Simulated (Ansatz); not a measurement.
# Ti3Br: the cost of one run

Method: DFT PBE, scalar-relativistic, plane waves, PAW, in Ansatz 0.2.0.

## Step 1: The starting structure

Symmetry: I4/mmm, No. 139, tetragonal system. The conventional cell has a = 5.438 Å, b = 5.438 Å, c = 6.347 Å, α = 90.00°, β = 90.00°, γ = 90.00°. Ti (site symmetry mmm) has 2 Ti at 2.72 Å and 2 Br at 2.72 Å as nearest neighbours. Ti (site symmetry 4/mmm) is surrounded by 4 Ti at 2.72 Å. Br (site symmetry 4/mmm) is surrounded by 4 Ti at 2.72 Å.

As a file:

```cif
data_structure
_symmetry_space_group_name_H-M 'I4/mmm'
_symmetry_Int_Tables_number 139
_cell_length_a 5.4377
_cell_length_b 5.4377
_cell_length_c 6.3469
_cell_angle_alpha 90.000
_cell_angle_beta 90.000
_cell_angle_gamma 90.000
_cell_volume 187.67
loop_
_atom_site_label
_atom_site_type_symbol
_atom_site_symmetry_multiplicity
_atom_site_Wyckoff_symbol
_atom_site_fract_x
_atom_site_fract_y
_atom_site_fract_z
_atom_site_occupancy
Ti1 Ti 4 c 0.00000 0.50000 0.00000 1
Ti2 Ti 2 b 0.00000 0.00000 0.50000 1
Br1 Br 2 a 0.00000 0.00000 0.00000 1
```

The cell is invented: random cell by space group and Wyckoff sites (I4/mmm, No. 139). Its size is a rough estimate.

## Step 2: A first look at the guess

File input.yaml:

```yaml
crystal:
  lattice:
    - [-2.71882918, 2.71882918, 3.17345418]
    - [2.71882918, -2.71882918, 3.17345418]
    - [2.71882918, 2.71882918, -3.17345418]
  atoms:
    - { symbol: Ti, position: [0.5, 0.0, 0.5], spin: 1.0 }
    - { symbol: Ti, position: [0.0, 0.5, 0.5], spin: 1.0 }
    - { symbol: Ti, position: [0.5, 0.5, 0.0], spin: 1.0 }
    - { symbol: Br, position: [0.0, 0.0, 0.0] }
basis:
  ecutwfc: 420
kpoints:
  mp_grid: { grid: [4, 4, 4] }
hamiltonian:
  xc: pbe
scf:
  occupations: { method: gaussian, width: 0.1 }
  lower_state_search: "off"
output:
  forces: true
  stress: true
  eigenvalues: true
  populations: true
magnetization:
  spin_polarized: true
```

Command:

```
ansatz run input.yaml --threads 1 --pin off --max-ram 2560MiB --backend cpu --events-out ev --progress --plain --runs-dir out
```

What time and memory should one allow on 1 thread of AMD EPYC 9R45 (Zen 5), shared host?

About 4.1 s, with a peak of 0.45 GiB.
